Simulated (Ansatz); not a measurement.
Here is an Ansatz input file for BFH6NPSi, SMILES BP[SiH](N)F. Write the same calculation for the Python package.

```yaml
crystal:
  periodic: [false, false, false]
  atoms:
    - { symbol: B, position_ang: [-0.5104, 2.0832, -0.4913] }
    - { symbol: P, position_ang: [-0.1583, 0.4094, -1.288] }
    - { symbol: Si, position_ang: [-0.2025, -0.6558, 0.632] }
    - { symbol: "N", position_ang: [0.5906, -2.2841, 0.4232] }
    - { symbol: F, position_ang: [-1.7532, -0.7904, 1.1886] }
    - { symbol: H, position_ang: [-1.4248, 2.807, -0.9573] }
    - { symbol: H, position_ang: [0.1416, 2.56, 0.3711] }
    - { symbol: H, position_ang: [1.3205, 0.6453, -1.2935] }
    - { symbol: H, position_ang: [0.6433, 0.0984, 1.669] }
    - { symbol: H, position_ang: [1.4795, -2.1675, 0.0606] }
    - { symbol: H, position_ang: [-0.0609, -2.7626, -0.2936] }
basis:
  gaussian: { orbitals: cc-pVDZ }
hamiltonian:
  xc: blyp
  dispersion: d3bj
```

The program run on that file:
```console
$ ansatz run input.yaml --threads 1 --pin off --max-ram 4096MiB --backend cpu --events-out ev --progress --plain --runs-dir out
Engine: ansatz 0.2.0, x86_64-unknown-linux-gnu
Functional definition: BLYP
  parameter beta = 0.0042
  parameter a = 0.04918
  parameter b = 0.132
  parameter c = 0.2533
  parameter d = 0.349
  exchange = b88_x(beta = beta)
  correlation = lyp_c(a = a, b = b, c = c, d = d)
1336 factors; their error is unknown
mean field evaluation 1: about -22136.3187 eV, gradient 7.0e1 eV
mean field evaluation 2: about -22078.6579 eV, gradient 1.4e2 eV
mean field evaluation 4: about -22146.0996 eV, gradient 1.3e1 eV
mean field evaluation 8: about -22146.5157 eV, gradient 1.2e-1 eV
mean field evaluation 16: about -22146.4678 eV, gradient 1.5e-4 eV
mean field -22146.46776769 eV, -813.8676790475 hartree, gradient 2.4e-5 eV, S^2 0.000000; 0 other end points of the search recorded, 0 dependent functions left out
reference -22146.46814661 eV, -813.8676929726 hartree; 28, 28 occupied and 80, 80 virtual orbitals, 1336 factors
Total energy: -22147.05599325 eV, -813.8892959384 hartree
```

`energy_bfh6npsi.py`
```python
"""Single point of BFH6NPSi."""

import ansatz as az

GEOMETRY = """
B    -0.51040    2.08320   -0.49130
P    -0.15830    0.40940   -1.28800
Si   -0.20250   -0.65580    0.63200
N     0.59060   -2.28410    0.42320
F    -1.75320   -0.79040    1.18860
H    -1.42480    2.80700   -0.95730
H     0.14160    2.56000    0.37110
H     1.32050    0.64530   -1.29350
H     0.64330    0.09840    1.66900
H     1.47950   -2.16750    0.06060
H    -0.06090   -2.76260   -0.29360
"""

molecule = az.Crystal.molecule()
for line in GEOMETRY.strip().splitlines():
    symbol, *xyz = line.split()
    molecule = molecule.atom(symbol, [float(v) for v in xyz])

calculation = molecule.calculation()
calculation = calculation.basis(gaussian="cc-pVDZ")
calculation = calculation.functional("BLYP", dispersion="d3bj")
summary = calculation.session().plan(threads=1).execute().report

print(f"E = {summary['free_energy_ev']:.6f} eV = {summary['free_energy_ev'] / 27.211386246:.7f} Ha")
print("converged:", summary["converged"], " doubts:", summary["published_state_doubts"] or "none")

state = summary["mean_field"]["state"]
print(f"mean field: {state['energy']['hartree']:.7f} Ha, <S^2> = {abs(state['spin_squared']):.4f}, stability: {state.get('stability', {}).get('kind')}")
```

```console
$ python energy_bfh6npsi.py
E = -22147.055993 eV = -813.8892959 Ha
converged: True  doubts: none
mean field: -813.8676930 Ha, <S^2> = 0.0000, stability: minimum
```

Total energies depend on the basis set; only differences at equal settings carry meaning. The geometry is a force-field or estimated start, not a minimum of this method, and the basis set is short of its limit. Wall time of the script: 3.9 s on 1 thread of Intel(R) Xeon(R) Platinum 8488C (Sapphire Rapids), on a shared host, peak memory 0.22 GiB.

(A comment or docstring line of the script was reworded after the run, the code is as it ran; lines on the test bed's own set-up are left out of the output.)
